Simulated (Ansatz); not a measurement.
# SnSe2: the cost of one run

Program: Ansatz 0.2.0. Level of theory: DFT PBE+D3(BJ), scalar-relativistic, plane waves, PAW. These are calculated values, not measurements.

That is the level of the relaxation; later steps name their own.

3 further runs of the same task are left out: 3 set aside as unsound or not needed.

**1. Starting point**

Symmetry: P-3m1, No. 164, trigonal system. Conventional cell: a = 3.838 Å, b = 3.838 Å, c = 6.015 Å, α = 90.00°, β = 90.00°, γ = 120.00°. Around Sn (site symmetry -3m) lie 6 Se at 2.73 Å. Se (site symmetry 3m) is surrounded by 3 Sn at 2.73 Å.

Structure file:

```
Sn Se
1.0
     3.83808    0.00000    0.00000
    -1.91904    3.32387    0.00000
     0.00000    0.00000    6.01468
Sn Se
1 2
Direct
  0.00000 0.00000 0.00000
  0.33333 0.66667 0.26509
  0.66667 0.33333 0.73491
```

It is the result of an earlier relaxation at this level (volume 25.58 Å³/atom; gap on the mesh: 0.35 eV).

**2. Band edges over the whole zone**

input.yaml reads:

```yaml
crystal:
  lattice:
    - [3.8380776574, 0.0, 0.0]
    - [-1.9190388287, 3.323872753, 0.0]
    - [0.0, 0.0, 6.0146785256]
  atoms:
    - { symbol: Sn, position: [0.0, 0.0, 0.0] }
    - { symbol: Se, position: [0.3333333333, 0.6666666667, 0.2650914421] }
    - { symbol: Se, position: [0.6666666667, 0.3333333333, 0.7349085579] }
basis:
  ecutwfc: 420
kpoints:
  mp_grid: { grid: [12, 12, 6] }
  band_path: { path: [VBM, CBM], npoints: 2 }
hamiltonian:
  xc: pbe
  dispersion: d3bj
scf:
  occupations: { method: gaussian, width: 0.02 }
output:
  forces: true
  stress: true
  eigenvalues: true
```

Started as:

```bash
ansatz run input.yaml --threads 2 --pin off --max-ram 5120MiB --backend cpu --events-out ev --progress --plain --runs-dir out
```

**Question.** How long does this run take on 2 threads of Intel Xeon at 2.70GHz, shared host, and how much memory does it need?

About 15 s, with a peak of 0.49 GiB.
